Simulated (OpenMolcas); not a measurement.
**Fe³⁺ among point charges: CASSCF and CASPT2 levels and susceptibility**

Aim: the splitting of the states of Fe³⁺ in the field of 6 point charges, its lowest levels with spin-orbit coupling and its magnetic susceptibility.

Program: OpenMolcas 26.06. Level of theory: state-averaged CASSCF and CASPT2, spin-orbit coupling by RASSI with atomic mean-field integrals. These are calculated values, not measurements, unless marked.

### 1 Starting point

```
Species                           : Fe³⁺ (iron, Z = 26, 23 electrons)
Basis                             : ANO-RCC-VDZP [5s4p2d1f], 34 functions
Scalar Hamiltonian                : DKH2, point nucleus
Inactive shells                   : 1s 2s 2p 3s 3p
Active space                      : 5 electrons in 5 orbitals (3d)
Some configurations of this space : 3d⁵
Orbitals                          : optimised for each spin and parity, averaged over all roots
```

Outer shells as boxes (Hund's rule):

3d5
```
3d [↑ ][↑ ][↑ ][↑ ][↑ ]
```

The ion sits among 6 point charges of -2 e arranged as an octahedron (Oh), 2 Å from the ion.

The work runs as a chain of OpenMolcas steps in one folder; each step below is one input file. Labels, J, g values, rates, χT and fits are worked out afterwards by a script from the matrices that RASSI stores. The input lists half of the charges; inversion (Group=XYZ) makes the rest.

### 2 GATEWAY and SEWARD: basis and integrals

a.inp reads:

```
&GATEWAY
Coord
1

Fe 0.0 0.0 0.0
Basis=ANO-RCC-VDZP
Group=XYZ
NoMove
AngMom=0.0 0.0 0.0
AMFI
XField
3 Angstrom 0
2.000000 0.000000 0.000000 -2.000000
0.000000 2.000000 0.000000 -2.000000
0.000000 0.000000 2.000000 -2.000000
&SEWARD
```

### 3 Reference wave functions, sextets of even parity, 1 root

a.inp reads:

```
&RASSCF
FileOrb=start.orb
Symmetry=1
Spin=6
nActEl=5 0 0
Inactive=3 6
Ras2=5 0
CIRoot=1 1 1
SDav=1
CIMx=300
Iter=120 100
PrWF=0.3
OrbListing=Nothing
MaxOrb=0
>>> COPY $Project.JobIph JOB001
```

start.orb holds the contracted functions of the basis, ordered by shell, or the orbitals of the step before.

### 4 Reference wave functions, quartets of even parity, 24 roots

a.inp reads:

```
&RASSCF
FileOrb=start.orb
Symmetry=1
Spin=4
nActEl=5 0 0
Inactive=3 6
Ras2=5 0
CIRoot=24 24 1
SDav=24
CIMx=300
Iter=120 100
PrWF=0.3
OrbListing=Nothing
MaxOrb=0
>>> COPY $Project.JobIph JOB002
```

### 5 CASSCF: doublets of even parity, 75 roots

a.inp reads:

```
&RASSCF
FileOrb=start.orb
Symmetry=1
Spin=2
nActEl=5 0 0
Inactive=3 6
Ras2=5 0
CIRoot=75 75 1
SDav=75
CIMx=300
Iter=120 100
PrWF=0.3
OrbListing=Nothing
MaxOrb=0
>>> COPY $Project.JobIph JOB003
```

### 6 RASSI: spin-orbit coupling between the states

a.inp reads:

```
&RASSI
NrOfJobIphs=3 1 24 75
1
1 2 3 4 5 6 7 8 9 10 11 12 13 14 15 16 17 18 19 20 21 22 23 24
1 2 3 4 5 6 7 8 9 10 11 12 13 14 15 16 17 18 19 20 21 22 23 24 25 26 27
28 29 30 31 32 33 34 35 36 37 38 39 40 41 42 43 44 45 46 47 48 49 50 51
52 53 54 55 56 57 58 59 60 61 62 63 64 65 66 67 68 69 70 71 72 73 74 75
IphNames
JOB001
JOB002
JOB003
EJob
SpinOrbit
DIPRint=1.0
SOCoupling=1000.0
Subsets=2
Property=9
'ANGMOM' 1 'ANGMOM' 2 'ANGMOM' 3 'MLTPL  1' 1 'MLTPL  1' 2 'MLTPL  1' 3
'AMFI' 1 'AMFI' 2 'AMFI' 3
SOProperty=3
'ANGMOM' 1 'ANGMOM' 2 'ANGMOM' 3
```

### 7 CASPT2: IPEA 0.25, imaginary shift 0.1 (closed shells correlated: 3s 3p)

a.inp reads:

```
>>> COPY JOB001 $Project.JobIph
&CASPT2
Multistate=1 1
Frozen=2 3
IPEA=0.25
Imaginary=0.1
MaxIter=60
WThr=0.0 0.3 0.05
PrWF=0.5
NoMix
>>> COPY JOB002 $Project.JobIph
&CASPT2
Multistate=24 1 2 3 4 5 6 7 8 9 10 11 12 13 14 15 16 17 18 19 20 21 22
23 24
NoMult
Frozen=2 3
IPEA=0.25
Imaginary=0.1
MaxIter=60
WThr=0.0 0.3 0.05
PrWF=0.5
NoMix
>>> COPY JOB003 $Project.JobIph
&CASPT2
Multistate=75 1 2 3 4 5 6 7 8 9 10 11 12 13 14 15 16 17 18 19 20 21 22
23 24 25 26 27 28 29 30 31 32 33 34 35 36 37 38 39 40 41 42 43 44 45 46
47 48 49 50 51 52 53 54 55 56 57 58 59 60 61 62 63 64 65 66 67 68 69 70
71 72 73 74 75
NoMult
Frozen=2 3
IPEA=0.25
Imaginary=0.1
MaxIter=60
WThr=0.0 0.3 0.05
PrWF=0.5
NoMix
```

(Steps that only read results are left out.)

Q: Predict the outcome of this session. Wanted: spin-free ground state; lowest level; next level.

**Answer**, as computed:

| quantity | value |
| --- | --- |
| method | SS-CASPT2, IPEA 0.25, imaginary shift 0.1 (closed shells correlated: 3s 3p) |
| spin-free ground state | 6A1, 1-fold in its orbital part |
| lowest level | 6-fold |
| next level | 33248.0 cm⁻¹ |
| χT at 300 K | 4.39 cm³ K/mol |
| effective moment at 300 K | 5.92 μB |

Cost by method:

```csv
method,time of its own steps,time with the reference
A. CASSCF,40 s,40 s
"B. SS-CASPT2, IPEA 0.25, imaginary shift 0.1, +3s 3p",5.8 s,45 s
```

Times are of one thread on a shared host.

What this shows: The spin-free ground state (6A1) comes to 100 % from free-ion S terms and keeps the highest spin of the shell. χT at 300 K is 4.39, against 4.39 cm³ K/mol for the spin alone, as a half-filled shell (L = 0) has no orbital moment. An active space of the d shell alone favours high spin; real ions in strong fields can be low spin. A ligand-field fit to the states below 45000 cm-1 gives 10Dq = 2539 cm-1, B = 978 cm-1 and C = 4841 cm-1 (C/B = 4.95), with a deviation of 319 cm-1. CASPT2 does not keep the components of a term degenerate, and the means are used. The field of point charges can differ much from that of real complexes. With metal d orbitals alone active, the gaps between spin states are rough; where two lie within a few thousand cm-1, their order is open. Point charges carry no covalency, so the field is a model and not that of real ligands.
